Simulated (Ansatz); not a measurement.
**BBrH₄N₂: small, medium and large basis sets**

Aim: see how fast density functionals converge with the basis set for BBrH₄N₂.

Computed with Ansatz 0.2.0, Gaussian basis. Level: one geometry, several basis sets.

Levels to be run: PBE0-D4/def2-SVP; ωB97M-V/def2-SVP; PBE0-D4/def2-QZVPP; ωB97M-V/def2-QZVPP; the functionals' def2-TZVPP values are taken from earlier runs.

## Step 1: Structure used throughout

All runs share one geometry, relaxed beforehand with PBE0-D4 in a triple-zeta def2 set.

SMILES `NB(N)Br`, 8 atoms, charge 0, spin multiplicity 1.

Atoms are counted from 1 here; the program's logs count them from 0.

Bond lengths: N1–B2 1.402 Å, N1–H5 1.003 Å, N1–H6 1.004 Å, B2–N3 1.402 Å, B2–Br4 1.955 Å, N3–H7 1.003 Å, N3–H8 1.004 Å. Angles: B2–N1–H5 122.0°, B2–N1–H6 123.5°, H5–N1–H6 114.5°, N1–B2–N3 125.1°, N1–B2–Br4 117.5°, N3–B2–Br4 117.5°, B2–N3–H7 122.0°, B2–N3–H8 123.5°, H7–N3–H8 114.5°.

## Step 2: PBE0-D4 in def2-SVP

The input, in.yaml:

```yaml
crystal:
  periodic: [false, false, false]
  atoms:
    - {symbol: N, position_ang: [-0.115343, 1.262087, 0.002810]}
    - {symbol: B, position_ang: [-0.239010, -0.111357, -0.247669]}
    - {symbol: N, position_ang: [0.529987, -1.113496, 0.359575]}
    - {symbol: Br, position_ang: [-1.589434, -0.673124, -1.545588]}
    - {symbol: H, position_ang: [-0.691151, 1.940967, -0.458810]}
    - {symbol: H, position_ang: [0.547132, 1.649307, 0.650993]}
    - {symbol: H, position_ang: [0.402690, -2.084843, 0.145551]}
    - {symbol: H, position_ang: [1.247328, -0.926742, 1.037436]}
basis:
  gaussian: {orbitals: def2-SVP}
hamiltonian: {xc: pbe0, dispersion: d4}
output: {orbitals: {seedname: orbitals}}
```

Launch:

```sh
> ansatz run in.yaml --threads 2 --pin off --events-out ev --progress --plain --max-ram 32768MiB --backend cpu
```

Further steps of the session: ωB97M-V in def2-SVP; PBE0-D4 in def2-QZVPP; ωB97M-V in def2-QZVPP.

Before running them: what should the planned runs give, taken together? Wanted: PBE0-D4: double and triple zeta above quadruple; ωB97M-V: double and triple zeta above quadruple.

The runs gave:

| quantity | value |
| --- | --- |
| PBE0-D4: double and triple zeta above quadruple | 14.45, 1.66 eV |
| ωB97M-V: double and triple zeta above quadruple | 14.50, 1.59 eV |

What this shows: For PBE0-D4 the step from double to triple zeta gains 12.79 eV and the next only 1.66 eV. These are total energies; as a rule much of such shifts cancels in differences, which this series doesn't test. The LUMO of ωB97M-V is positive and keeps falling with the basis (3.19 to 1.54 eV): an unbound level that the basis holds in place.
